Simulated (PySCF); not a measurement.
# [Cu2F]+: singlet, from a linear start

Aim: relax [Cu2F]+ as a singlet from a linear start, check by its vibrations whether the end is a minimum, and collect its spectrum and constants.

Method: PBE0, basis F def2-TZVP, Cu def2-TZVP, no relativity, density fitting; program: PySCF 2.14.0.

**1. The starting structure**

3 atoms, charge 1, spin multiplicity 1.

Bond lengths: F1–Cu2 1.725 Å, F1–Cu3 1.725 Å. Angles: Cu2–F1–Cu3 180.0°.

Z-matrix (Å, degrees; charge 1 multiplicity 1):
```
F
Cu 1 1.7248
Cu 1 1.7248 2 180.00
```

**2. The SCF at the typed geometry**

One driver script runs all steps and calls PySCF; scf.py shows how it sets up the SCF of each step. The optimiser is the driver's own. After this first run the driver tries any further starts and a stability analysis.

Input file scf.py:

```python
from pyscf import gto, scf, dft
mol = gto.M(atom='''
F      0.000000     0.000000     0.000000
Cu     0.000000     0.000000     1.724800
Cu     0.000000     0.000000    -1.724800''',
    basis={'F': 'def2-TZVP', 'Cu': 'def2-TZVP'},
    charge=1, spin=0)
mf = dft.RKS(mol, xc='PBE0')
mf.grids.atom_grid = (50, 194)
aux = {'F': 'def2-universal-JKFIT', 'Cu': 'def2-universal-JKFIT'}
mf = mf.density_fit(auxbasis=aux)
mf.conv_tol = 1e-08
mf.diis_space = 10
mf.max_cycle = 60
mf.init_guess = 'minao'
mf.verbose = 4
mf.kernel()
```

On the command line:

```sh
> OMP_NUM_THREADS=2 python axn.py task.json out
```

Log:

```text
init E= -3379.69201035847
  HOMO = -0.0944863426170041  LUMO = -0.0812075512412287  gap/eV = 0.36133
cycle= 1 E= -3377.24449837353  delta_E= 2.45  |g|=  5.4  |ddm|= 2.22
  HOMO = -0.674091055901017  LUMO = -0.615206486243934  gap/eV = 1.60233
cycle= 2 E= -3372.84841936474  delta_E=  4.4  |g|= 9.63  |ddm|= 3.85
  HOMO = -0.702817326350365  LUMO = -0.419507064023458  gap/eV = 7.70926
cycle= 3 E= -3379.73700441371  delta_E= -6.89  |g|= 1.99  |ddm|= 2.11
  HOMO = -0.439633222628707  LUMO = -0.285901742487155  gap/eV = 4.18325
cycle= 4 E= -3380.03945286086  delta_E= -0.302  |g|= 0.669  |ddm|= 0.746
  HOMO = -0.454702919510644  LUMO = -0.283411545122559  gap/eV = 4.66108
cycle= 5 E= -3380.10326940059  delta_E= -0.0638  |g|= 0.129  |ddm|= 0.338
  HOMO = -0.452648491631896  LUMO = -0.276326486344886  gap/eV = 4.79797
cycle= 6 E= -3380.10558063171  delta_E= -0.00231  |g|= 0.00659  |ddm|= 0.0528
  HOMO = -0.452261691395566  LUMO = -0.27595371179577  gap/eV = 4.79758
cycle= 7 E= -3380.10559941503  delta_E= -1.88e-05  |g|= 0.00324  |ddm|= 0.0113
  HOMO = -0.452071622388508  LUMO = -0.275859275033937  gap/eV = 4.79498
cycle= 8 E= -3380.10560185348  delta_E= -2.44e-06  |g|= 0.00178  |ddm|= 0.00474
  HOMO = -0.451900529327287  LUMO = -0.27580234196486  gap/eV = 4.79188
cycle= 9 E= -3380.10560224917  delta_E= -3.96e-07  |g|= 0.000434  |ddm|= 0.00185
  HOMO = -0.451864314290719  LUMO = -0.275790843681295  gap/eV = 4.79120
cycle= 10 E= -3380.10560226514  delta_E= -1.6e-08  |g|= 7.49e-05  |ddm|= 0.000171
  HOMO = -0.451857375574721  LUMO = -0.275788421828854  gap/eV = 4.79108
cycle= 11 E= -3380.10560226563  delta_E= -4.96e-10  |g|= 2.7e-06  |ddm|= 3.82e-05
  HOMO = -0.451857922820236  LUMO = -0.27578859923848  gap/eV = 4.79109
Extra cycle  E= -3380.10560226563  delta_E= 2.73e-12  |g|= 5.31e-06  |ddm|= 2.58e-06
converged SCF energy = -3380.10560226563
```

This step, with its further starts and checks, took 27 s on 2 threads of Intel Xeon at 2.50GHz (Skylake/Cascade Lake), shared host.

The starts that the driver tried:

```
                      start   energy (Eh)
    the minimal-basis guess  -3380.105602
a thermally smeared density  -3380.105602
      a smeared PBE density  -3380.105602
```

No lower closed-shell solution turned up from the other starts or in the test of internal stability.

**3. Linear start, singlet: relaxation**

The program finds D∞h symmetry in the start, which this walk keeps.

scf.py, as its differences from that of step 2:

```diff
@@ -15 +14,0 @@
-mf.init_guess = 'minao'
```

Steps of the walk:

| step | energy (Eh) | change (kJ/mol) | largest symmetric gradient (Eh/bohr) |
| --- | --- | --- | --- |
| 0 | -3380.105602 | 0.00 | 0.05155 |
| 1 | -3380.115303 | -25.47 | 0.02142 |
| 2 | -3380.117889 | -32.26 | 0.00642 |
| 3 | -3380.118195 | -33.06 | 0.00123 |
| 4 | -3380.118208 | -33.10 | 0.00009 |
| 5 | -3380.118208 | -33.10 | 0.00000 |

The walk took 34 s.

It settles in D∞h symmetry, 33.1 kJ/mol below the start, after 5 steps: F–Cu 1.875 Å (×2); Cu–F–Cu 180.0°.

**4. Vibrations and properties at this point**

On the finer grid the gradient is checked again; gradients at displacements of ±0.02 bohr then give force constants and infrared intensities.

scf.py, as its differences from that of step 3:

```diff
@@ -3,3 +3,3 @@
-F      0.000000     0.000000     0.000000
-Cu     0.000000     0.000000     1.724800
-Cu     0.000000     0.000000    -1.724800''',
+F      0.000000    -0.000000    -0.000000
+Cu    -0.000000     0.000000     1.874722
+Cu     0.000000    -0.000000    -1.874722''',
@@ -9 +9 @@
-mf.grids.atom_grid = (50, 194)
+mf.grids.atom_grid = (75, 302)
@@ -12 +12 @@
-mf.conv_tol = 1e-08
+mf.conv_tol = 1e-10
```

This SCF starts from the last density.

SCF at the final geometry:

```text
init E= -3380.11810248807
  HOMO = -0.454230174292075  LUMO = -0.277653588728228  gap/eV = 4.80489
cycle= 1 E= -3380.11810248806  delta_E= 9.09e-12  |g|= 9.58e-06  |ddm|= 3.77e-06
  HOMO = -0.454228374601104  LUMO = -0.277653266285065  gap/eV = 4.80485
Extra cycle  E= -3380.11810248803  delta_E= 3.23e-11  |g|= 2.4e-05  |ddm|= 8.28e-06
converged SCF energy = -3380.11810248803
```

The whole step took 55 s.

Geometry: D∞h; F–Cu 1.875 Å (×2); Cu–F–Cu 180.0°.

Harmonic modes (main isotopes):

```json
{"symmetry": "πu", "ω (cm⁻¹)": "70", "IR (km/mol)": "55.0"}
{"symmetry": "σg+", "ω (cm⁻¹)": "222", "IR (km/mol)": "0.0"}
{"symmetry": "σu+", "ω (cm⁻¹)": "565", "IR (km/mol)": "113"}
```

All wavenumbers are real: a minimum.

Properties at this point:

```
Dipole moment about the centre of mass                          : 0.00 D
Highest occupied level                                          : -12.36 eV
Lowest empty level                                              : -7.56 eV
Rotational constants                                            : 0.03811 cm⁻¹
Zero-point energy                                               : 5.5 kJ/mol
Principal polarisabilities                                      : 19.2, 19.2, 29.1 bohr³
Principal traceless quadrupole moments about the centre of mass : -15.54, -15.54, 31.07 D Å
Entropy at 298.15 K and 1 bar                                   : 290.1 J/(mol K)
Heat capacity Cp at 298.15 K                                    : 57.8 J/(mol K)
Enthalpy at 298.15 K above 0 K                                  : 14.70 kJ/mol
Rotational symmetry number                                      : 2
```

Populations by atom (charges in e):

| atom | Mulliken | Löwdin | polar tensor | Mayer order to F1 |
| --- | --- | --- | --- | --- |
| F1 | -0.61 | -0.25 | -0.79 | – |
| Cu2,3 | 0.80 | 0.62 | 0.89 | 0.37 |

Outer orbital energies (eV). occupied: -13.20, -13.20, -13.19, -13.19, -12.94, -12.73, -12.73, -12.36; empty: -7.56, -6.88, -2.19, -2.19.

Mulliken populations on F1: s 3.94, p 5.66, d 0.01, f 0.00.

**5. Would spin polarisation lower it?**

At the lowest minimum the closed shell is tested against spin polarisation, on the (50, 194) grid. It is stable.

**6. Fields at the lowest minimum**

The plane holds F1 at (0.00, 0.00), Cu2 at (1.87, 0.00), Cu3 at (-1.87, 0.00) Å. Columns run from x = -3.75 to 4.05 Å, rows from y = 2.25 (top) to -1.95 Å, in steps of 0.3 Å.

Density (cut at 5 e/Å³):

Ten steps from '0' (0.000 e/Å³) to '9' (5.000 e/Å³), finer at the low end (step k begins (100^(k/10) - 1)/99 of the way up):
```
000000000000000000000000000
000000000000000000000000000
000000000000000000000000000
000001111101111011111000000
000112332122332212332110000
000135664335665334665310000
001259997457997547999521000
001379999569999659999731000
001379999569999659999731000
001259997457997547999521000
000135664335665334665310000
000112332122332212332110000
000001111101111011111000000
000000000000000000000000000
000000000000000000000000000
```

ELF (0 where the density is under 0.005 e/Å³):

Ten even steps from '0' (0.00) to '9' (0.86):
```
000000000000000000000000000
000000000000000000000000000
000000000000000000000000000
000000000001221000000000000
000001110014554100111000000
000012331027887201332100000
000026873049999403786200000
000038366159119516638300000
000038366159119516638300000
000026873049999403786200000
000012331027887201332100000
000001110014554100111000000
000000000001221000000000000
000000000000000000000000000
000000000000000000000000000
```

Highest occupied orbital at -12.36 eV (sign arbitrary; one member if degenerate):

Ten even steps from '0' (-1.25 Å^-3/2) to '9' (1.25 Å^-3/2):
```
555555555555544444444444444
555555555555544444444444444
555555555555544444444444444
555555555555544444444444445
444555555555544444444445555
444445655555544444444555555
444444754455544455425555555
444430602456633457939655555
444430602456633457939655555
444444754455544455425555555
444445655555544444444555555
444555555555544444444445555
555555555555544444444444445
555555555555544444444444444
555555555555544444444444444
```

Along F1–Cu2 (1.875 Å) the density is least, 0.61 e/Å³, about 0.94 Å from F1; ELF there is 0.09.

Values on the line from F1 (at 0) through Cu2 (at 1.875 Å):

```
distance (Å)  density (e/Å³)     ELF  electrostatic potential (V)
       -0.66            1.53   0.747                         17.7
       -0.47             4.1   0.818                         41.9
       -0.28            9.73   0.477                          146
       -0.09             137   0.928                          873
        0.19            16.8    0.11                          311
        0.37            6.52   0.754                         75.3
        0.56            2.51   0.815                         25.5
        0.75           0.978   0.523                         14.6
        0.94           0.609  0.0902                           16
        1.12            1.12   0.148                         25.6
        1.31            4.77   0.543                         53.4
        1.50              23   0.773                          161
        1.69            77.1   0.197                          773
        1.97             679   0.808                     2.41e+03
        2.16            41.4   0.625                          335
        2.34            10.7    0.71                         89.2
        2.53            2.22   0.396                         37.2
        2.72           0.559   0.152                         21.3
        2.91           0.171  0.0612                         14.7
```

Making the fields took 5.6 s on 2 threads of Intel Xeon at 2.50GHz (Skylake/Cascade Lake), shared host.

**7. Outcome**

```
                            quantity                              value
                             minimum                       singlet, D∞h
                            geometry  F–Cu 1.875 Å (×2); Cu–F–Cu 180.0°
                  wavenumbers (cm⁻¹)      70 (πu), 222 (σg+), 565 (σu+)
      dipole moment (centre of mass)                             0.00 D
highest occupied, lowest empty level                   -12.36, -7.56 eV
           polar-tensor charge of F1                            -0.79 e
                   zero-point energy                         5.5 kJ/mol
                 entropy at 298.15 K                    290.1 J/(mol K)
```

The molecule stays D∞h, as typed, and the end point is a minimum. In the infrared the band at 565 cm⁻¹ (σu+) leads. Other starts or spin states, not run here, may lie lower.

The search up to here took 2.1 min.
